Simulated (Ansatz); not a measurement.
# CsB: the cost of one run

Program: Ansatz 0.2.0. Level of theory: DFT PBE, scalar-relativistic, plane waves, PAW. These are calculated values, not measurements.

## 1. The structure to begin with

It takes space group P4/mmm (No. 123, tetragonal). The conventional cell has a = 3.607 Å, b = 3.607 Å, c = 4.366 Å, α = 90.00°, β = 90.00°, γ = 90.00°. Around Cs (site symmetry 4/mmm) lie 8 B at 3.36 Å and 4 Cs at 3.61 Å. B (site symmetry 4/mmm) has 8 Cs at 3.36 Å as nearest neighbours.

Structure file:

```
CELL_PARAMETERS angstrom
3.60726 0.00000 0.00000
0.00000 3.60726 0.00000
0.00000 0.00000 4.36596
ATOMIC_POSITIONS crystal
Cs 0.00000 0.00000 0.00000
B 0.50000 0.50000 0.50000
```

Recipe of the guess: species swapped into a database cell of TlSn (P4/mmm, No. 123), with Cs on the Tl sites and B on the Sn sites. Lengths come from tabulated atomic sizes and are only a guess.

## 2. A first look at the guess

Contents of input.yaml:

```yaml
crystal:
  lattice:
    - [3.60726152, 0.0, 0.0]
    - [0.0, 3.60726152, 0.0]
    - [0.0, 0.0, 4.36596085]
  atoms:
    - { symbol: Cs, position: [0.0, 0.0, 0.0] }
    - { symbol: B, position: [0.5, 0.5, 0.5] }
basis:
  ecutwfc: 420
kpoints:
  mp_grid: { grid: [6, 6, 4] }
hamiltonian:
  xc: pbe
scf:
  occupations: { method: gaussian, width: 0.1 }
  lower_state_search: "off"
output:
  forces: true
  stress: true
  eigenvalues: true
```

Run with:

```sh
$ ansatz run input.yaml --threads 1 --pin off --max-ram 2048MiB --backend cpu --events-out ev --progress --plain --runs-dir out
```

Q: Estimate wall time and peak memory on 1 thread of Arm Neoverse V2, shared host.

About 1.1 s, with a peak of 0.29 GiB.
